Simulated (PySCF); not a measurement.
**C4H8B2: electronic excitations**

Wanted: the electronic excitations of C4H8B2 (`B/C=C/C(B)=C`), by calculation.

Computed with PySCF 2.14.0, with density-fitted response routines of our own, on a single molecule in the gas phase. Atoms count from 0, in the outputs and in this text.

## Step 1: The starting structure

14 atoms, charge 0, multiplicity 1; geometry from: GFN2-xTB.

Bonds of the start (Å): B0–C1 1.53, C1–C2 1.35, C2–C3 1.46, C3–B4 1.55, C3–C5 1.35, B0–H6 1.17, B0–H7 1.17, C1–H8 1.09, C2–H9 1.09, B4–H10 1.17, B4–H11 1.17, C5–H12 1.08, C5–H13 1.08.

## Step 2: Ultraviolet spectrum: CAM-B3LYP/def2-SVPD

The job: settings as JSON, then the geometry in Å.

```
{"job": {"kind": "uv", "xc": "CAM-B3LYP", "basis": "def2-SVPD", "nstates": 8, "ntriplets": 3}, "charge": 0, "multiplicity": 1}
B      2.826858     0.102535    -0.188518
C      1.350522    -0.302210    -0.301586
C      0.341663     0.411891     0.235183
C     -1.078396     0.103285     0.113669
B     -1.603885    -1.284048    -0.351869
C     -1.958888     1.047299     0.499794
H      3.125188     1.061201     0.414137
H      3.658580    -0.536845    -0.707077
H      1.069552    -1.197574    -0.846312
H      0.579706     1.324649     0.772176
H     -0.988866    -2.256167    -0.148451
H     -2.657217    -1.362109    -0.852845
H     -1.643367     1.987357     0.929558
H     -3.022126     0.900264     0.409976
```

With the program's defaults for keys left out, this is: TDDFT CAM-B3LYP/def2-SVPD, vertical, gas phase, core orbitals frozen in the response.

The run is started by

```sh
$ OMP_NUM_THREADS=1 python probes_run.py task.json out
```

The driver reads the jobs from task.json and runs them one after another.

What will the session give for the following? lowest singlet (CAM-B3LYP/def2-SVPD); brightest single state of those computed; lowest triplet; surface potential, 1st and 99th percentile. Wanted: lowest singlet; brightest single state of those computed; lowest triplet; surface potential, 1st and 99th percentile.

The runs gave:

```
                                quantity                        value
    lowest singlet (CAM-B3LYP/def2-SVPD)  4.78 eV (259 nm), f = 0.155
brightest single state of those computed  state 2, 4.99 eV, f = 0.495
                          lowest triplet                      2.76 eV
   surface potential, 1st and 99th percentile           -0.51 V and 1.36 V
```

What this shows: The first singlet state (HOMO→LUMO 0.62, HOMO→LUMO+1 0.35) lies at 4.78 eV and is bright; of the 8 states computed, the strongest absorption comes from state 2 at 4.99 eV. The lowest triplet lies 2.03 eV below the lowest singlet (triplets in Tamm-Dancoff, singlets in full TDDFT). By nearest atom (CAM-B3LYP/def2-SVPD), the HOMO sits on C1 30 %; C5 21 % and the LUMO on C5 22 %; B0 16 %.
